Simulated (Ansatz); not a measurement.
# C₄H₁₂Ge: basis-set convergence

How large a basis does C₄H₁₂Ge need? Two functionals are run in growing sets.

Program: Ansatz 0.2.0, Gaussian basis. Level of theory: one geometry, several basis sets. These are calculated values, not measurements.

Levels to be run: PBE0-D4/def2-SVP; ωB97M-V/def2-SVP; PBE0-D4/def2-QZVPP; ωB97M-V/def2-QZVPP; the functionals' def2-TZVPP values are taken from earlier runs.

### Step 1. The relaxed structure

All runs share one geometry, relaxed beforehand with PBE0-D4 in a triple-zeta def2 set.

SMILES `[CH3][Ge]([CH3])([CH3])[CH3]`, 17 atoms, charge 0, spin multiplicity 1.

Atoms are counted from 1 here; the program's logs count them from 0.

Bond lengths: C1–Ge2 1.959 Å, C1–H6 1.092 Å, C1–H7 1.092 Å, C1–H8 1.092 Å, Ge2–C3 1.959 Å, Ge2–C4 1.959 Å, Ge2–C5 1.959 Å, C3–H9 1.092 Å, C3–H10 1.092 Å, C3–H11 1.092 Å, C4–H12 1.092 Å, C4–H13 1.092 Å, C4–H14 1.092 Å, C5–H15 1.092 Å, C5–H16 1.092 Å, C5–H17 1.092 Å. Angles: Ge2–C1–H6 110.7°, Ge2–C1–H7 110.7°, Ge2–C1–H8 110.7°, H6–C1–H7 108.3°, H6–C1–H8 108.3°, H7–C1–H8 108.3°, C1–Ge2–C3 109.5°, C1–Ge2–C4 109.5°, C1–Ge2–C5 109.5°, C3–Ge2–C4 109.5°, C3–Ge2–C5 109.5°, C4–Ge2–C5 109.5°, Ge2–C3–H9 110.7°, Ge2–C3–H10 110.7°, Ge2–C3–H11 110.7°, H9–C3–H10 108.3°, H9–C3–H11 108.3°, H10–C3–H11 108.3° and more.

Coordinates:

```xyz
17
C4H12Ge
C    -0.3687    0.7181   -1.7824
Ge   -0.0011    0.0000    0.0024
C     1.8988    0.2290    0.4197
C    -0.4540   -1.9051    0.0456
C    -1.0806    0.9579    1.3266
H    -0.1247    1.7814   -1.8276
H     0.2257    0.1985   -2.5367
H    -1.4238    0.5982   -2.0363
H     2.1252   -0.1644    1.4128
H     2.1731    1.2857    0.3998
H     2.5194   -0.2992   -0.3070
H    -0.2535   -2.3266    1.0326
H     0.1354   -2.4581   -0.6886
H    -1.5114   -2.0550   -0.1819
H    -2.1450    0.8426    1.1122
H    -0.8902    0.5727    2.3303
H    -0.8436    2.0237    1.3187
```

### Step 2. PBE0-D4 in def2-SVP

The input, in.yaml:

```yaml
crystal:
  periodic: [false, false, false]
  atoms:
    - {symbol: C, position_ang: [-0.368674, 0.718124, -1.782430]}
    - {symbol: Ge, position_ang: [-0.001113, -0.000034, 0.002356]}
    - {symbol: C, position_ang: [1.898794, 0.228999, 0.419736]}
    - {symbol: C, position_ang: [-0.454039, -1.905108, 0.045564]}
    - {symbol: C, position_ang: [-1.080566, 0.957863, 1.326563]}
    - {symbol: H, position_ang: [-0.124740, 1.781440, -1.827636]}
    - {symbol: H, position_ang: [0.225680, 0.198549, -2.536732]}
    - {symbol: H, position_ang: [-1.423847, 0.598236, -2.036256]}
    - {symbol: H, position_ang: [2.125240, -0.164382, 1.412793]}
    - {symbol: H, position_ang: [2.173054, 1.285680, 0.399775]}
    - {symbol: H, position_ang: [2.519357, -0.299168, -0.306990]}
    - {symbol: H, position_ang: [-0.253470, -2.326577, 1.032642]}
    - {symbol: H, position_ang: [0.135400, -2.458069, -0.688589]}
    - {symbol: H, position_ang: [-1.511395, -2.054989, -0.181874]}
    - {symbol: H, position_ang: [-2.144965, 0.842594, 1.112181]}
    - {symbol: H, position_ang: [-0.890216, 0.572658, 2.330341]}
    - {symbol: H, position_ang: [-0.843597, 2.023682, 1.318655]}
basis:
  gaussian: {orbitals: def2-SVP}
hamiltonian: {xc: pbe0, dispersion: d4}
output: {orbitals: {seedname: orbitals}}
```

Run with:

```console
> ansatz run in.yaml --threads 2 --pin off --events-out ev --progress --plain --max-ram 32768MiB --backend cpu
```

Standard output:

```text
Functional definition: PBE0
  name "PBE0"
  cite "Adamo & Barone, J. Chem. Phys. 110, 6158 (1999) doi:10.1063/1.478522"
  cite "Perdew, Burke & Ernzerhof, Phys. Rev. Lett. 77, 3865 (1996) doi:10.1103/PhysRevLett.77.3865"
  parent pbe
  parameter a = 0.25
  parameter kappa = 0.804
  parameter beta = 0.06672455060314922
  exchange = (1 - a)*pbe_x(kappa = kappa, mu = beta*pi^2/3) + a*exact_x
  correlation = pbe_c(beta = beta)
1718 factors; their error is unknown
mean field evaluation 1: about -60826.6863 eV, gradient 7.6e1 eV
mean field evaluation 2: about -60824.5777 eV, gradient 7.9e1 eV
mean field evaluation 4: about -60840.1540 eV, gradient 1.6e0 eV
mean field evaluation 8: about -60840.1465 eV, gradient 5.2e-2 eV
mean field evaluation 16: about -60840.2776 eV, gradient 1.1e-5 eV
mean field -60840.27755371 eV, -2235.8389610777 hartree, gradient 1.1e-5 eV, S^2 0.000000; 0 other end points of the search recorded, 0 dependent functions left out
reference -60840.27758551 eV, -2235.8389622464 hartree; 34, 34 occupied and 114, 114 virtual orbitals, 1718 factors
Total energy: -60840.57413324 eV, -2235.8498601743 hartree
```

Wall time 3.7 s (2 threads of AMD EPYC 7R13, shared host); peak memory 0.48 GiB.

### Step 3. ωB97M-V in def2-SVP

in.yaml, as its differences from that of step 2:

```diff
@@ -22,3 +22,3 @@
   gaussian: {orbitals: def2-SVP}
-hamiltonian: {xc: pbe0, dispersion: d4}
+hamiltonian: {xc: {name: wB97M-V}}
 output: {orbitals: {seedname: orbitals}}
```

Launched as before.

Standard output (excerpt; [...] marks lines left out):

```text
Functional definition: wB97M-V
  name "wB97M-V"
  cite "Mardirossian & Head-Gordon, J. Chem. Phys. 144, 214110 (2016) doi:10.1063/1.4952647"
  cite "Becke, J. Chem. Phys. 107, 8554 (1997) doi:10.1063/1.475007"
  cite "Vydrov & Van Voorhis, J. Chem. Phys. 133, 244103 (2010) doi:10.1063/1.3521275"
  # Of w^i u^j: cxij and so on, Table III.
[...]
  gx(w, u) = 1 - cx + cx01*u + cx10*w
  gss(w, u) = css00 + css04*u^4 + css10*w + css20*w^2 + css43*w^4*u^3
  gos(w, u) = cos00 + cos10*w + (cos20 + cos21*u)*w^2 + (cos60 + cos61*u)*w^6
[...]
      + integral(e_c_pw_mod_opposite_spin*gos(b97_w_opposite, b97_u_opposite)) + vv10(b, c)
1706 factors; their error is unknown
440 factors; integrals over basis functions are off by at most 7.1e-6 eV
[...]
mean field -60846.44293156 eV, -2236.0655345345 hartree, gradient 4.6e-5 eV, S^2 0.000000; 0 other end points of the search recorded, 0 dependent functions left out
reference -60846.44298050 eV, -2236.0655363330 hartree; 34, 34 occupied and 114, 114 virtual orbitals, 1706 factors
Total energy: -60846.44298050 eV, -2236.0655363330 hartree
```

Wall time 12 s (2 threads of AMD EPYC 7R13, shared host); peak memory 0.62 GiB.

### Step 4. PBE0-D4 in def2-QZVPP

in.yaml, as its differences from that of step 3:

```diff
@@ -21,4 +21,4 @@
 basis:
-  gaussian: {orbitals: def2-SVP}
-hamiltonian: {xc: {name: wB97M-V}}
+  gaussian: {orbitals: "def2-QZVPP.json"}
+hamiltonian: {xc: pbe0, dispersion: d4}
 output: {orbitals: {seedname: orbitals}}
```

Run with:

```console
> ansatz run in.yaml --threads 2 --pin off --events-out ev --progress --plain --max-ram 32768MiB --backend cuda --devices 0, --max-vram 18GiB
```

Standard output:

```text
Functional definition: PBE0
  name "PBE0"
  cite "Adamo & Barone, J. Chem. Phys. 110, 6158 (1999) doi:10.1063/1.478522"
  cite "Perdew, Burke & Ernzerhof, Phys. Rev. Lett. 77, 3865 (1996) doi:10.1103/PhysRevLett.77.3865"
  parent pbe
  parameter a = 0.25
  parameter kappa = 0.804
  parameter beta = 0.06672455060314922
  exchange = (1 - a)*pbe_x(kappa = kappa, mu = beta*pi^2/3) + a*exact_x
  correlation = pbe_c(beta = beta)
2008 factors; their error is unknown
mean field evaluation 1: about -60834.8420 eV, gradient 9.4e1 eV
mean field evaluation 2: about -60830.4527 eV, gradient 9.9e1 eV
mean field evaluation 4: about -60853.5812 eV, gradient 3.5e0 eV
mean field evaluation 8: about -60853.5831 eV, gradient 1.9e-1 eV
mean field evaluation 16: about -60853.7208 eV, gradient 2.3e-5 eV
mean field -60853.72076646 eV, -2236.3329900339 hartree, gradient 2.3e-5 eV, S^2 0.000000; 0 other end points of the search recorded, 0 dependent functions left out
reference -60853.72081559 eV, -2236.3329918394 hartree; 34, 34 occupied and 643, 643 virtual orbitals, 2008 factors
Total energy: -60854.01736331 eV, -2236.3438897674 hartree
```

Run time: 13 s. Hardware: 1 × H100 (card shared with other runs) with 2 threads of AMD EPYC 7R13, shared host; peak host memory 1.2 GiB.

### Step 5. ωB97M-V in def2-QZVPP

in.yaml, as its differences from that of step 4:

```diff
@@ -22,3 +22,3 @@
   gaussian: {orbitals: "def2-QZVPP.json"}
-hamiltonian: {xc: pbe0, dispersion: d4}
+hamiltonian: {xc: {name: wB97M-V}}
 output: {orbitals: {seedname: orbitals}}
```

Launched as before.

Standard output (excerpt; [...] marks lines left out):

```text
Functional definition: wB97M-V
  name "wB97M-V"
  cite "Mardirossian & Head-Gordon, J. Chem. Phys. 144, 214110 (2016) doi:10.1063/1.4952647"
  cite "Becke, J. Chem. Phys. 107, 8554 (1997) doi:10.1063/1.475007"
  cite "Vydrov & Van Voorhis, J. Chem. Phys. 133, 244103 (2010) doi:10.1063/1.3521275"
  # Of w^i u^j: cxij and so on, Table III.
[...]
  gx(w, u) = 1 - cx + cx01*u + cx10*w
  gss(w, u) = css00 + css04*u^4 + css10*w + css20*w^2 + css43*w^4*u^3
  gos(w, u) = cos00 + cos10*w + (cos20 + cos21*u)*w^2 + (cos60 + cos61*u)*w^6
[...]
      + integral(e_c_pw_mod_opposite_spin*gos(b97_w_opposite, b97_u_opposite)) + vv10(b, c)
1996 factors; their error is unknown
549 factors; integrals over basis functions are off by at most 4.4e-6 eV
[...]
mean field -60860.19298339 eV, -2236.5708396191 hartree, gradient 5.6e-5 eV, S^2 0.000000; 0 other end points of the search recorded, 0 dependent functions left out
reference -60860.19305917 eV, -2236.5708424042 hartree; 34, 34 occupied and 643, 643 virtual orbitals, 1996 factors
Total energy: -60860.19305917 eV, -2236.5708424042 hartree
```

It took 15 s on 1 × H100 (card shared with other runs) with 2 threads of AMD EPYC 7R13, shared host; peak host memory 1.3 GiB.

### Step 6. Functionals by basis

The def2-TZVPP values come from earlier runs at the same geometry.

| functional | basis | functions | energy (eV) | from the largest (eV) | HOMO (eV) | LUMO (eV) |
| --- | --- | --- | --- | --- | --- | --- |
| PBE0-D4 | def2-SVP | 148 | -60840.5741 | 13.443 | -8.04 | 1.46 |
| PBE0-D4 | def2-TZVPP | 340 | -60852.5546 | 1.463 | -8.07 | 0.85 |
| PBE0-D4 | def2-QZVPP | 677 | -60854.0174 | 0.000 | -8.07 | 0.46 |
| ωB97M-V | def2-SVP | 148 | -60846.4430 | 13.750 | -10.25 | 2.99 |
| ωB97M-V | def2-TZVPP | 340 | -60858.7603 | 1.433 | -10.29 | 2.19 |
| ωB97M-V | def2-QZVPP | 677 | -60860.1931 | 0.000 | -10.29 | 1.58 |

### Step 7. What came out

| quantity | value |
| --- | --- |
| PBE0-D4: double and triple zeta above quadruple | 13.44, 1.46 eV |
| ωB97M-V: double and triple zeta above quadruple | 13.75, 1.43 eV |

In words: PBE0-D4 gains 11.98 eV from double to triple zeta, then 1.46 eV more. Total energies overstate the basis error of differences, where much of it tends to cancel. The LUMO of ωB97M-V is positive and keeps falling with the basis (2.99 to 1.58 eV): an unbound level that the basis holds in place.
